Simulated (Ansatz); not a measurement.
# CH8BNSi2: one species, many methods

The task here is to estimate one member of a computed series from the others.

Computed with Ansatz 0.2.0, Gaussian basis. Level: functionals in def2-TZVPP, the program's frozen cores in correlated methods.

The runs, in order: PBE-D4, r2SCAN-D4, PBE0-D4, B3LYP-D4, ωB97X-V, ωB97M-V, B2PLYP; CCSD(T)/def2-TZVPP; MP2/def2-QZVPP; extrapolation to the limit.

## The geometry

All runs share one geometry, relaxed beforehand with PBE0-D4 in a triple-zeta def2 set.

SMILES `C[SiH]1[SiH2]B1N`, 13 atoms, charge 0, spin multiplicity 1.

Atoms are counted from 1 here; the program's logs count them from 0.

Bond lengths: C1–Si2 1.878 Å, C1–H6 1.092 Å, C1–H7 1.091 Å, C1–H8 1.093 Å, Si2–Si3 2.336 Å, Si2–B4 1.982 Å, Si2–H9 1.491 Å, Si3–B4 2.012 Å, Si3–H10 1.487 Å, Si3–H11 1.490 Å, B4–N5 1.379 Å, N5–H12 1.008 Å, N5–H13 1.008 Å. Angles: Si2–C1–H6 110.5°, Si2–C1–H7 110.4°, Si2–C1–H8 110.6°, H6–C1–H7 108.4°, H6–C1–H8 108.5°, H7–C1–H8 108.4°, C1–Si2–Si3 133.2°, C1–Si2–B4 129.3°, C1–Si2–H9 113.2°, Si3–Si2–B4 54.8°, Si3–Si2–H9 102.1°, B4–Si2–H9 111.1°, Si2–Si3–B4 53.6°, Si2–Si3–H10 113.0°, Si2–Si3–H11 127.4°, B4–Si3–H10 123.5°, B4–Si3–H11 117.4°, H10–Si3–H11 111.4° and more.

Set-up of the first run:

Input file in.yaml:

```yaml
crystal:
  periodic: [false, false, false]
  atoms:
    - {symbol: C, position_ang: [-2.102649, 0.154149, -0.914365]}
    - {symbol: Si, position_ang: [-0.478942, -0.658745, -0.436948]}
    - {symbol: Si, position_ang: [0.647695, -0.908178, 1.594288]}
    - {symbol: B, position_ang: [1.259204, 0.179509, 0.016165]}
    - {symbol: N, position_ang: [2.053588, 1.281358, -0.220684]}
    - {symbol: H, position_ang: [-2.945164, -0.488313, -0.650218]}
    - {symbol: H, position_ang: [-2.219013, 1.105846, -0.393012]}
    - {symbol: H, position_ang: [-2.136483, 0.344421, -1.989766]}
    - {symbol: H, position_ang: [-0.282305, -1.994300, -1.069874]}
    - {symbol: H, position_ang: [1.086493, -2.306144, 1.846710]}
    - {symbol: H, position_ang: [0.387399, -0.182157, 2.868777]}
    - {symbol: H, position_ang: [1.951528, 1.871768, -1.030798]}
    - {symbol: H, position_ang: [2.798849, 1.565886, 0.394724]}
basis:
  gaussian: {orbitals: def2-TZVPP}
hamiltonian: {xc: pbe, dispersion: d4}
output: {forces: true, orbitals: {seedname: orbitals}}
```

Launch:

```console
> ansatz run in.yaml --threads 4 --pin off --events-out ev --progress --plain --max-ram 10444MiB
```

Among the steps run: PBE-D4 (GGA); r2SCAN-D4 (meta-GGA); PBE0-D4 (hybrid); B3LYP-D4 (hybrid); ωB97X-V (range-separated); ωB97M-V (range-separated); B2PLYP (double hybrid); CCSD(T) in def2-TZVPP; MP2 in def2-QZVPP.

One of the session's tables, all rows but one given; the rest of the session is left out.

```
            method  atomisation energy (kcal/mol)
            PBE-D4                         1082.5
         r2SCAN-D4                         1070.4
           PBE0-D4                         1069.0
          B3LYP-D4                         1067.3
           ωB97X-V                         1071.3
           ωB97M-V                         1067.7
            B2PLYP                         1051.6
     HF/def2-TZVPP                          778.4
    MP2/def2-TZVPP                         1039.4
   CCSD/def2-TZVPP                         1018.1
CCSD(T)/def2-TZVPP                         1033.3
           MP2/CBS                              ?
       CCSD(T)/CBS                         1061.6
```

Q: Estimate the row for MP2/CBS from the others.

**Answer.** atomisation energy (kcal/mol): 1067.6. In the column «atomisation energy (kcal/mol)» it lies between B3LYP-D4 (1067.3) and ωB97M-V (1067.7).

Limits of these values: Free atoms (1 C, 2 Si, 1 B, 1 N, 8 H) were run apart at each level; the atomisation energy is their sum less the molecule, without zero-point or spin-orbit terms.
